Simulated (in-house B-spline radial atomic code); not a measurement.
# C³⁺: ionisation energy by several methods

The task here is to estimate one member of a computed series from the others.

The numbers are computed with in-house B-spline radial atomic code version 1 (non-relativistic, several functionals, spin-polarised; spherical all-electron atom at the radial basis limit), except any that are marked as measured or tabulated.

## The atom as given

```
element       : carbon (Z = 6)
charge        : +3
electrons     : 3
configuration : [He] 2s1
nucleus       : point
```

Outer shells as boxes (Hund's rule):

[He] 2s1
```
[He] core
2s [↑ ]
```

Where spins are not typed, each open shell is filled with up spins first.

Set-up of the first run:

The run's settings:

```ini
Z = 6
electrons = 3.0
configuration = [He] 2s1
hamiltonian = nr
method = pw91,pw91
spin_polarised = True
```

Among the steps run: PW91, a GGA; TPSS, a meta-GGA; OLYP, a GGA; PBE0, a global hybrid; revTPSS, a meta-GGA; B97-1, a global hybrid; TPSSh, a global hybrid; fractional-occupation HF.

One of the session's tables, all rows but one given; the rest of the session is left out.

| method | ΔSCF (eV) |
| --- | --- |
| PW91 | 65.002 |
| OLYP | 65.138 |
| TPSS | 64.783 |
| revTPSS | 64.679 |
| PBE0 | 64.840 |
| B97-1 | ? |
| TPSSh | 64.758 |
| fractional-occupation HF | 64.355 |

Q: Estimate the row for B97-1 from the others.

As computed: ΔSCF (eV): 64.672. In the column «ΔSCF (eV)» it lies between fractional-occupation HF (64.355) and revTPSS (64.679).
